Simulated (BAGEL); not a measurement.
# C2H5BO (SMILES BOC=C) at HF/def2-SVP (density fitting with qzvpp-jkfit)

Aim: the vertical ionisation energy of C2H5BO at HF/def2-SVP (density fitting with qzvpp-jkfit), from 2 runs. 

The results are computed with BAGEL 1.2.2.

3 further runs of the same task are left out: 3 set aside as unsound or not needed.

## Step 1: The system as given

C2H5BO has 9 atoms, charge 0, and is taken as a singlet. As SMILES, `BOC=C`. Geometry: relaxed at PBE0-D4/def2-TZVP. This is one conformer, not always the lowest.

Bond lengths: B1–O2 1.350 Å, O2–C3 1.366 Å, C3–C4 1.321 Å, B1–H5 1.193 Å, B1–H6 1.201 Å, C3–H7 1.087 Å, C4–H8 1.081 Å, C4–H9 1.083 Å. Angles: B1–O2–C3 122.1°, O2–C3–C4 121.5°, O2–B1–H5 116.7°, O2–B1–H6 119.8°, O2–C3–H7 114.8°, C4–C3–H7 123.7°, C3–C4–H8 119.7°, C3–C4–H9 121.3°, H5–B1–H6 123.6°, H8–C4–H9 119.0°.

## Step 2: The energy at HF/def2-SVP (density fitting with qzvpp-jkfit)

input.json reads:

```json
{ "bagel": [

{
  "title": "molecule",
  "basis": "svp",
  "df_basis": "qzvpp-jkfit",
  "angstrom": "true",
  "geometry": [
    { "atom": "B", "xyz": [   -0.224500,    1.789200,   -0.267000 ] },
    { "atom": "O", "xyz": [    0.096200,    0.521900,   -0.603800 ] },
    { "atom": "C", "xyz": [    0.011700,   -0.509900,    0.286900 ] },
    { "atom": "C", "xyz": [    0.329600,   -1.745100,   -0.055400 ] },
    { "atom": "H", "xyz": [   -0.114900,    2.614700,   -1.121900 ] },
    { "atom": "H", "xyz": [   -0.597500,    2.033600,    0.847700 ] },
    { "atom": "H", "xyz": [   -0.332700,   -0.228700,    1.279200 ] },
    { "atom": "H", "xyz": [    0.251800,   -2.540000,    0.672900 ] },
    { "atom": "H", "xyz": [    0.668900,   -1.981800,   -1.055800 ] }
  ]
},
{
  "title": "hf",
  "charge": 0
},
{
  "title": "print",
  "file": "orbitals.molden",
  "orbitals": "true"
}

]}
```

Command:

```
$ BAGEL_NUM_THREADS=1 BAGEL input.json > input.out
```

What it wrote:

```text
* using 1 threads per process

  ===============================================================
  ===============================================================

  *** Geometry ***

  { "atom" : "B", "xyz" : [     -0.424244,      3.381098,     -0.504557 ] },
  { "atom" : "O", "xyz" : [      0.181792,      0.986248,     -1.141017 ] },
  { "atom" : "C", "xyz" : [      0.022110,     -0.963571,      0.542162 ] },
  { "atom" : "C", "xyz" : [      0.622854,     -3.297761,     -0.104691 ] },
  { "atom" : "H", "xyz" : [     -0.217130,      4.941067,     -2.120084 ] },
  { "atom" : "H", "xyz" : [     -1.129111,      3.842947,      1.601921 ] },
  { "atom" : "H", "xyz" : [     -0.628712,     -0.432180,      2.417338 ] },
  { "atom" : "H", "xyz" : [      0.475833,     -4.799904,      1.271597 ] },
  { "atom" : "H", "xyz" : [      1.264038,     -3.745059,     -1.995173 ] },

  Number of auxiliary basis functions:      392

  Since a DF basis is specified, we compute 2- and 3-index integrals:
    o Being stored without compression. Storage requirement is 0.021 GB

  Number of basis functions:       81
  Number of electrons      :       30

    * METHOD: MOLECULE                             0.15

  *** RHF ***

  === Nuclear Repulsion ===
   104.8523411663

      * DIIS with orbital gradients will be used.

  === RHF iteration (svp) ===
      0       -177.91495979          0.01649370           0.03
      1       -178.02643888          0.00951804           0.03
      2       -178.06034809          0.00189914           0.03
      3       -178.06223688          0.00053096           0.03
      4       -178.06238387          0.00013767           0.03
      5       -178.06239432          0.00004036           0.03
      6       -178.06239631          0.00002466           0.03
      7       -178.06239685          0.00000550           0.03
      8       -178.06239688          0.00000173           0.03
      9       -178.06239688          0.00000085           0.03
     10       -178.06239688          0.00000033           0.03
     11       -178.06239688          0.00000010           0.03
     12       -178.06239688          0.00000003           0.03
     13       -178.06239688          0.00000001           0.03
     14       -178.06239688          0.00000000           0.03
    * SCF iteration converged.

    * Permanent dipole moment:
           (    0.100954,     0.170952,    -0.440528) a.u.

    * METHOD: HF                                   0.60

    * METHOD: PRINT                                0.02

  ===============================================================
```

Run time: 0.91 s. Hardware: 1 thread of Arm Neoverse V1, shared host; peak memory 0.092 GiB.

## Step 3: The doublet cation, same level

calc.json reads:

```json
{ "bagel": [

{
  "title": "molecule",
  "basis": "svp",
  "df_basis": "qzvpp-jkfit",
  "angstrom": true,
  "geometry": [
    { "atom": "B", "xyz": [      -0.224500,       1.789200,      -0.267000 ] },
    { "atom": "O", "xyz": [       0.096200,       0.521900,      -0.603800 ] },
    { "atom": "C", "xyz": [       0.011700,      -0.509900,       0.286900 ] },
    { "atom": "C", "xyz": [       0.329600,      -1.745100,      -0.055400 ] },
    { "atom": "H", "xyz": [      -0.114900,       2.614700,      -1.121900 ] },
    { "atom": "H", "xyz": [      -0.597500,       2.033600,       0.847700 ] },
    { "atom": "H", "xyz": [      -0.332700,      -0.228700,       1.279200 ] },
    { "atom": "H", "xyz": [       0.251800,      -2.540000,       0.672900 ] },
    { "atom": "H", "xyz": [       0.668900,      -1.981800,      -1.055800 ] }
  ]
},

{ "title": "uhf", "charge": 1, "nopen": 1 },

{ "title": "print", "file": "orbitals.molden", "orbitals": true }

]}
```

Command:

```
$ BAGEL_NUM_THREADS=1 BAGEL calc.json > calc.out
```

What it wrote:

```text
* using 1 threads per process

  ===============================================================
  ===============================================================

  *** Geometry ***

  { "atom" : "B", "xyz" : [     -0.424244,      3.381098,     -0.504557 ] },
  { "atom" : "O", "xyz" : [      0.181792,      0.986248,     -1.141017 ] },
  { "atom" : "C", "xyz" : [      0.022110,     -0.963571,      0.542162 ] },
  { "atom" : "C", "xyz" : [      0.622854,     -3.297761,     -0.104691 ] },
  { "atom" : "H", "xyz" : [     -0.217130,      4.941067,     -2.120084 ] },
  { "atom" : "H", "xyz" : [     -1.129111,      3.842947,      1.601921 ] },
  { "atom" : "H", "xyz" : [     -0.628712,     -0.432180,      2.417338 ] },
  { "atom" : "H", "xyz" : [      0.475833,     -4.799904,      1.271597 ] },
  { "atom" : "H", "xyz" : [      1.264038,     -3.745059,     -1.995173 ] },

  Number of auxiliary basis functions:      392

  Since a DF basis is specified, we compute 2- and 3-index integrals:
    o Being stored without compression. Storage requirement is 0.021 GB

  Number of basis functions:       81
  Number of electrons      :       30

    * METHOD: MOLECULE                             0.15

  *** Open-shell HF ***

  === Nuclear Repulsion ===
   104.8523411663

      * DIIS with orbital gradients will be used.

  === UHF iteration (svp) ===
      0       -177.61868672          0.03023348           0.06
      1       -177.71102439          0.01859450           0.06
      2       -177.73014373          0.01261655           0.06
      3       -177.74637104          0.00106459           0.06
      4       -177.74664838          0.00024400           0.06
      5       -177.74667257          0.00012137           0.06
      6       -177.74668669          0.00004429           0.06
      7       -177.74668966          0.00002068           0.06
      8       -177.74669024          0.00000851           0.06
      9       -177.74669036          0.00000413           0.06
     10       -177.74669038          0.00000118           0.06
     11       -177.74669038          0.00000046           0.06
     12       -177.74669038          0.00000015           0.06
     13       -177.74669038          0.00000006           0.06
     14       -177.74669038          0.00000003           0.06
     15       -177.74669038          0.00000001           0.06
     16       -177.74669038          0.00000001           0.06
    * SCF iteration converged.

    * S^2 (UHF) is 0.7576

    * Permanent dipole moment:
           (   -0.023708,     1.441913,    -0.767811) a.u.

    * METHOD: UHF                                  1.16

    * METHOD: PRINT                                0.02

  ===============================================================
```

Wall time 1.4 s (1 thread of Arm Neoverse V1, shared host); peak memory 0.093 GiB.

## Step 4: Results

At HF/def2-SVP (density fitting with qzvpp-jkfit):

```
                                          quantity          value
                      singlet C2H5BO: total energy  -178.06240 Eh
                     singlet C2H5BO: dipole moment         1.23 D
                       singlet C2H5BO: HOMO energy       -9.93 eV
                       singlet C2H5BO: LUMO energy        3.07 eV
                     singlet C2H5BO: HOMO–LUMO gap       13.01 eV
                      doublet cation: total energy  -177.74669 Eh
                              doublet cation: ⟨S²⟩          0.758
vertical ionisation energy (to the doublet cation)       8.591 eV
```

The vertical ionisation energy comes to 8.59 eV (198 kcal/mol). −ε(HOMO) before ionisation, 9.93 eV, is 1.34 eV above this ionisation energy.
